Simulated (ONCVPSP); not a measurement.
# Pseudopotential generation for samarium: ONCV, LDA (Perdew-Wang 92)

Aim: build the potential from the settings below, then test how well it stands in for the atom: other configurations, scattering, ghost states and the plane-wave cutoff that it needs.

Program: ONCVPSP 4.0.1. Reference atom: LDA (Perdew-Wang 92), scalar-relativistic, spherical and spin-unpolarised. All values are calculated.

1 further run of the same task is left out (it didn't finish).

### Step 1. The design

The settings as typed:

* element: samarium (Sm, Z = 62)
* type: optimised norm-conserving Vanderbilt (ONCV)
* frozen core: [Kr] 4d10
* valence charge: 16
* reference configuration: 4f5.5 5s2 5p6 5d0.5 6s2
* partial waves: 5s+6s: rc 2.56 bohr, ncon 3, nbas 8, qcut 5.8 1/bohr, 2 projectors; 5p: rc 2.56 bohr, ncon 3, nbas 6, qcut 4.8 1/bohr, 1 projector; 5d: rc 3.64 bohr, ncon 5, nbas 9, qcut 3.8 1/bohr, 2 projectors, debl 3.8 Ha; 4f: rc 1.32 bohr, ncon 4, nbas 9, qcut 15.8 1/bohr, 3 projectors, debl 2.1 Ha
* local potential: polynomial inside 1.12 bohr (lpopt 5, dvloc0 0 Ha)
* core correction: not asked for

An earlier all-electron run gives the scale for the radii.

All-electron outer shells of the reference configuration (LDA (PZ), scalar-relativistic, ld1.x):

```csv
shell,level (eV),outermost node (bohr),outermost maximum (bohr)
4d,-131.84,0.28,0.59
5s,-45.10,0.69,1.25
5p,-24.70,0.73,1.42
4f,-5.28,–,0.61
6s,-3.96,1.68,3.53
5d,-2.37,0.83,2.11
6p,-1.34,2.02,4.82
```

### Step 2. Generating the potential

The input, Sm.dat:

```
# ATOM AND REFERENCE CONFIGURATION
# atsym  z   nc   nv     iexc    psfile
  Sm 62.00    9    5  -001012      upf
#
#   n    l    f
    1    0    2.00
    2    0    2.00
    2    1    6.00
    3    0    2.00
    3    1    6.00
    3    2   10.00
    4    0    2.00
    4    1    6.00
    4    2   10.00
    4    3    5.50
    5    0    2.00
    5    1    6.00
    5    2    0.50
    6    0    2.00
#
# PSEUDOPOTENTIAL AND OPTIMIZATION
# lmax
    3
#
#   l,   rc,      ep,       ncon, nbas, qcut
    0    2.56    0.00    3    8    5.80
    1    2.56    0.00    3    6    4.80
    2    3.64    0.00    5    9    3.80
    3    1.32    0.00    4    9   15.80
#
# LOCAL POTENTIAL
# lloc, lpopt,  rc(5),   dvloc0
    4    5    1.12    0.00
#
# VANDERBILT-KLEINMAN-BYLANDER PROJECTORs
# l, nproj, debl
    0    2    2.10
    1    1    2.60
    2    2    3.80
    3    3    2.10
#
# MODEL CORE CHARGE
# icmod, fcfact, rcfact
    0    0.00    0.00
#
# LOG DERIVATIVE ANALYSIS
# epsh1, epsh2, depsh
   -3.00    5.00    0.02
#
# OUTPUT GRID
# rlmax, drl
    6.00    0.01
#
# TEST CONFIGURATIONS
# ncnf
    4
# nvcnf
#   n    l    f
    5
    4    3    6.00
    5    0    2.00
    5    1    6.00
    5    2    0.00
    6    0    2.00
#
    5
    4    3    6.00
    5    0    2.00
    5    1    6.00
    5    2    0.00
    6    0    1.00
#
    5
    4    3    6.00
    5    0    2.00
    5    1    6.00
    5    2    0.00
    6    0    0.00
#
    5
    4    3    6.00
    5    0    2.00
    5    1    6.00
    5    2    0.00
    6    0    1.50
#
```

Launch:

```sh
$ oncvpsp.x < Sm.dat > Sm.out
```

Q: Predict the outcome of this session. Wanted: cutoffs for 1 and 0.1 mHa per electron, occupied waves; bound ghosts; GHOST(+) flags; largest phase difference near zero energy, channels read.

**Answer**, as computed:

| quantity | value |
| --- | --- |
| cutoffs for 1 and 0.1 mHa per electron, occupied waves | 88 Ha and 99 Ha |
| bound ghosts | s at -83.06 eV |
| GHOST(+) flags | p at -3 eV, d at 88 eV |
| largest phase difference near zero energy, channels read | 2.919 rad |

**Reading.** It has a bound ghost (s), a state that the atom doesn't have, and that rules the file out. It counts as very hard, with 88 Ha needed at the looser tolerance. At the looser tolerance the 4f wave is the slowest; 5s needs 9 Ha. Of the channels read, p scatters worst near zero energy, by up to 2.92 rad. A step near π is an extra or missing state, not a misfit of shape. The pseudo curves have a pole with no partner nearby in the atom's: p at -0.03 Ha. The program also flags highly localised states, GHOST(+) (p, d). All of this concerns the isolated atom, not yet a solid.
